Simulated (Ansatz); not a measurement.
# VSb3: the cost of one run

Computed with Ansatz 0.2.0 (DFT PBE, scalar-relativistic, plane waves, PAW, unless a step's input says otherwise).

## (1) The structure to begin with

The structure is cubic, space group Pm-3m (No. 221). Conventional cell: a = 4.552 Å, b = 4.552 Å, c = 4.552 Å, α = 90.00°, β = 90.00°, γ = 90.00°. V (site symmetry m-3m) is surrounded by 12 Sb at 3.22 Å. Sb (site symmetry 4/mmm) is surrounded by 4 V at 3.22 Å and 8 Sb at 3.22 Å.

Coordinates:

```
CELL_PARAMETERS angstrom
4.55186 0.00000 0.00000
0.00000 4.55186 0.00000
0.00000 0.00000 4.55186
ATOMIC_POSITIONS crystal
V 0.00000 0.00000 0.00000
Sb 0.00000 0.50000 0.50000
Sb 0.50000 0.00000 0.50000
Sb 0.50000 0.50000 0.00000
```

(A quick probe on a coarse mesh, which set the mesh and smearing, is not shown.)

## (3) The relaxation

input.yaml reads:

```yaml
crystal:
  lattice:
    - [4.5518638003, 0.0, 0.0]
    - [0.0, 4.5518638003, 0.0]
    - [0.0, 0.0, 4.5518638003]
  atoms:
    - { symbol: V, position: [0.0, 0.0, 0.0], spin: 3.18 }
    - { symbol: Sb, position: [0.0, 0.5, 0.5] }
    - { symbol: Sb, position: [0.5, 0.0, 0.5] }
    - { symbol: Sb, position: [0.5, 0.5, 0.0] }
basis:
  ecutwfc: 420
kpoints:
  mp_grid: { grid: [10, 10, 10] }
hamiltonian:
  xc: pbe
scf:
  occupations: { method: gaussian, width: 0.1 }
output:
  forces: true
  stress: true
  eigenvalues: true
  populations: true
magnetization:
  spin_polarized: true
relax:
  adjacent_minimum: "off"
  f_tol: 0.01
  max_steps: 80
  cell: { stress_tol: 0.05 }
```

The run is started by

```
$ ansatz run input.yaml --threads 1 --pin off --max-ram 2560MiB --backend cpu --events-out ev --progress --plain --runs-dir out
```

What time and memory should one allow on 1 thread of AMD EPYC 7R43 (Zen 3), shared host?

About 99 s, with a peak of 0.64 GiB.
